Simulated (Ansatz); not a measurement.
# SVWN5/cc-pVDZ run of GeSiH5Cl (SMILES Cl[SiH2][GeH3])

Aim: the electronic atomisation energy of GeSiH5Cl at SVWN5/cc-pVDZ, from 5 runs. 

The results are computed with Ansatz 0.2.0.

62 further runs of the same task are left out: 62 set aside as unsound or not needed.

## (1) Starting point

GeSiH5Cl: 8 atoms, total charge 0, spin state singlet. As SMILES, `Cl[SiH2][GeH3]`. The coordinates come from a PBE0-D4/def2-TZVP relaxation.

Bond lengths: Cl1–Si2 2.062 Å, Si2–Ge3 2.377 Å, Si2–H4 1.484 Å, Si2–H5 1.484 Å, Ge3–H6 1.536 Å, Ge3–H7 1.538 Å, Ge3–H8 1.536 Å. Some angles: Cl1–Si2–Ge3 109.1°, Cl1–Si2–H4 107.8°, Cl1–Si2–H5 107.8°, Ge3–Si2–H4 111.5°, Ge3–Si2–H5 111.5°, Si2–Ge3–H6 110.0°, Si2–Ge3–H7 109.9°, Si2–Ge3–H8 110.0°, H4–Si2–H5 109.1°, H6–Ge3–H7 108.9°.

## (2) A single-point energy at SVWN5/cc-pVDZ

Input file run.yaml:

```yaml
crystal:
  periodic: [false, false, false]
  atoms:
    - {symbol: Cl, position_ang: [-2.290300, 1.217200, -0.310600]}
    - {symbol: Si, position_ang: [-0.414100, 0.602600, -0.906900]}
    - {symbol: Ge, position_ang: [0.581500, -0.662200, 0.842700]}
    - {symbol: H, position_ang: [-0.573600, -0.206400, -2.140800]}
    - {symbol: H, position_ang: [0.380700, 1.815700, -1.222200]}
    - {symbol: H, position_ang: [0.711200, 0.201700, 2.106100]}
    - {symbol: H, position_ang: [1.981500, -1.135500, 0.415600]}
    - {symbol: H, position_ang: [-0.284600, -1.890300, 1.160200]}
basis:
  gaussian: {orbitals: cc-pVDZ}
accuracy: high
output: {orbitals: {seedname: orbitals}}
hamiltonian: {xc: {name: SVWN5}}
```

Run with:

```
ansatz run run.yaml --threads 1 --pin off --max-ram 3480MiB --events-out events.jsonl --progress --plain --runs-dir runs
```

The log of the run:

```text
Warning: RAYON_NUM_THREADS=1 ignored (pool sized by the plan → 1); use --threads N
Functional definition: SVWN5
  name "SVWN5"
  exchange = slater_x
  correlation = vwn5_c
2044 factors; integrals over basis functions are off by at most 4.4e-9 eV
mean field evaluation 1: about -76840.2975 eV, gradient 1.6e1 eV
mean field evaluation 2: about -76841.0441 eV, gradient 8.5e0 eV
mean field evaluation 4: about -76841.2736 eV, gradient 3.8e-1 eV
mean field evaluation 8: about -76841.2665 eV, gradient 1.7e-2 eV
mean field evaluation 16: about -76841.2665 eV, gradient 4.8e-6 eV
mean field -76841.26651725 eV, -2823.8644596279 hartree, gradient 2.4e-8 eV, S^2 0.000000; 0 other end points of the search recorded, 0 dependent functions left out
reference -76841.26652068 eV, -2823.8644597539 hartree; 34, 34 occupied and 54, 54 virtual orbitals, 2044 factors
Total energy: -76841.26652068 eV, -2823.8644597539 hartree
```

Wall time 6.3 s (1 thread of Arm Neoverse V1, shared host); peak memory 0.23 GiB.

## (3) The Cl atom

Input file job.yaml:

```yaml
crystal:
  periodic: [false, false, false]
  atoms:
    - symbol: Cl
      position_ang: [0.000000, 0.000000, 0.000000]
basis:
  gaussian:
    orbitals: cc-pVDZ
magnetization:
  spin_polarized: true
  initial_magnetization: 1
hamiltonian:
  xc: {name: SVWN5}
accuracy: high
```

Run with:

```
ansatz run job.yaml --threads 1 --pin off --max-ram 3480MiB --events-out events.jsonl --progress --plain --runs-dir runs
```

The log of the run:

```text
Warning: RAYON_NUM_THREADS=1 ignored (pool sized by the plan → 1); use --threads N
Functional definition: SVWN5
  name "SVWN5"
  exchange = slater_x
  correlation = vwn5_c
141 factors; integrals over basis functions are off by at most 3.0e-9 eV
mean field evaluation 1: about -12480.1175 eV, gradient 3.4e0 eV
mean field evaluation 2: about -12480.0410 eV, gradient 4.8e0 eV
mean field evaluation 4: about -12480.1285 eV, gradient 3.0e0 eV
mean field evaluation 8: about -12480.1284 eV, gradient 3.0e0 eV
mean field evaluation 16: about -12480.1175 eV, gradient 3.4e0 eV
mean field evaluation 32: about -12480.0392 eV, gradient 4.7e0 eV
mean field -12480.18708922 eV, -458.6384161540 hartree, gradient 2.6e-8 eV, S^2 0.750806; 2 other end points of the search recorded, 0 dependent functions left out
reference -12480.18709068 eV, -458.6384162080 hartree; 9, 8 occupied and 9, 10 virtual orbitals, 141 factors
Total energy: -12480.18709068 eV, -458.6384162080 hartree
```

Wall time 0.66 s (1 thread of Arm Neoverse V1, shared host).

## (4) The Ge atom at the same level

Input file run.yaml:

```yaml
crystal:
  periodic: [false, false, false]
  atoms:
    - {symbol: Ge, position_ang: [0.000000, 0.000000, 0.000000]}
basis:
  gaussian:
    orbitals: cc-pVDZ
magnetization:
  spin_polarized: true
  initial_magnetization: 2
hamiltonian:
  xc: {name: SVWN5}
accuracy: high
```

Run with:

```
ansatz run run.yaml --threads 1 --pin off --max-ram 3480MiB --events-out events.jsonl --progress --plain --runs-dir runs
```

The log of the run:

```text
Warning: RAYON_NUM_THREADS=1 ignored (pool sized by the plan → 1); use --threads N
Functional definition: SVWN5
  name "SVWN5"
  exchange = slater_x
  correlation = vwn5_c
260 factors; integrals over basis functions are off by at most 4.5e-9 eV
mean field evaluation 1: about -56428.9311 eV, gradient 2.9e0 eV
mean field evaluation 2: about -56428.9352 eV, gradient 2.5e0 eV
mean field evaluation 4: about -56428.9794 eV, gradient 1.4e0 eV
mean field evaluation 8: about -56428.9653 eV, gradient 1.8e0 eV
mean field evaluation 16: about -56429.0001 eV, gradient 1.6e-9 eV
mean field evaluation 32: about -56428.9996 eV, gradient 1.4e-1 eV
mean field -56429.00008149 eV, -2073.7275040446 hartree, gradient 6.1e-8 eV, S^2 2.000809; 2 other end points of the search recorded, 0 dependent functions left out
reference -56429.00008306 eV, -2073.7275041024 hartree; 17, 15 occupied and 10, 12 virtual orbitals, 260 factors
Total energy: -56429.00008306 eV, -2073.7275041024 hartree
```

Wall time 1.1 s (1 thread of Arm Neoverse V1, shared host).

## (5) The H atom at the same level

Input file input.yaml:

```yaml
crystal:
  periodic: [false, false, false]
  atoms:
    - symbol: H
      position_ang: [0.000000, 0.000000, 0.000000]
basis:
  gaussian:
    orbitals: cc-pVDZ
accuracy: high
hamiltonian:
  xc: {name: SVWN5}
magnetization:
  spin_polarized: true
  initial_magnetization: 1
```

Run the same way, it converges to -0.47747 Eh (log not shown).

## (6) The Si atom

Input file job.yaml:

```yaml
crystal:
  periodic: [false, false, false]
  atoms:
    - symbol: Si
      position_ang: [0.000000, 0.000000, 0.000000]
basis:
  gaussian:
    orbitals: cc-pVDZ
magnetization:
  spin_polarized: true
  initial_magnetization: 2
hamiltonian:
  xc: {name: SVWN5}
accuracy: high
```

Run the same way, it converges to -288.20126 Eh (log not shown).

## (7) Summary of results

Level: SVWN5/cc-pVDZ.

```
                     quantity           value
       molecule: total energy  -2823.86446 Eh
        molecule: HOMO energy        -6.96 eV
        molecule: LUMO energy        -1.28 eV
      molecule: HOMO–LUMO gap         5.67 eV
        Cl atom: total energy   -458.63842 Eh
                Cl atom: ⟨S²⟩           0.751
        Ge atom: total energy  -2073.72750 Eh
                Ge atom: ⟨S²⟩           2.001
         H atom: total energy     -0.47747 Eh
                 H atom: ⟨S²⟩           0.750
        Si atom: total energy   -288.20126 Eh
                Si atom: ⟨S²⟩           2.001
electronic atomisation energy       24.761 eV
```

Taking the molecule apart into free atoms costs 24.76 eV (571 kcal/mol), before zero-point energy and without spin-orbit coupling.
